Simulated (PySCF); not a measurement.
# C9H10O (4-methoxystyrene): the cost of one run

Programs: PySCF 2.14.0, with routines of our own; each step states its level. All values are computed. Atoms count from 0.

## 1. The system as given

20 atoms, charge 0, multiplicity 1; geometry from: GFN2-xTB.

## 2. Optimising the geometry at PBE0-D3(BJ)/def2-SVP

What the job is given:

```
{"job": {"xc": "PBE0", "basis": "def2-SVP", "d3": "d3bj", "grid": 2, "kind": "geom"}, "charge": 0, "multiplicity": 1}
C     -3.695390     0.444410     0.033697
C     -2.833724    -0.488467    -0.354802
C     -1.380350    -0.396846    -0.342736
C     -0.626053    -1.484536    -0.793975
C      0.748996    -1.448592    -0.799575
C      1.428956    -0.315480    -0.349132
O      2.788649    -0.381766    -0.390924
C      3.532494     0.724540     0.056713
C      0.692974     0.775945     0.100325
C     -0.688275     0.727948     0.100947
H     -3.386060     1.403097     0.412653
H     -4.758185     0.280256    -0.013571
H     -3.219365    -1.430866    -0.725676
H     -1.132640    -2.372092    -1.146136
H      1.329034    -2.288665    -1.148078
H      3.328960     1.617489    -0.543690
H      4.578091     0.443532    -0.061116
H      3.334489     0.942261     1.111331
H      1.184955     1.669088     0.453211
H     -1.232705     1.589423     0.455488
```

Run with:

```
> OMP_NUM_THREADS=1 python excited_run.py task.json out
```

One launch serves the whole session: the jobs run in the order shown.

**Question.** How long does this first job take on 1 thread of Arm Neoverse V1, shared host, and how much memory does it need?

About 1.8 min, with a peak of 0.87 GiB.
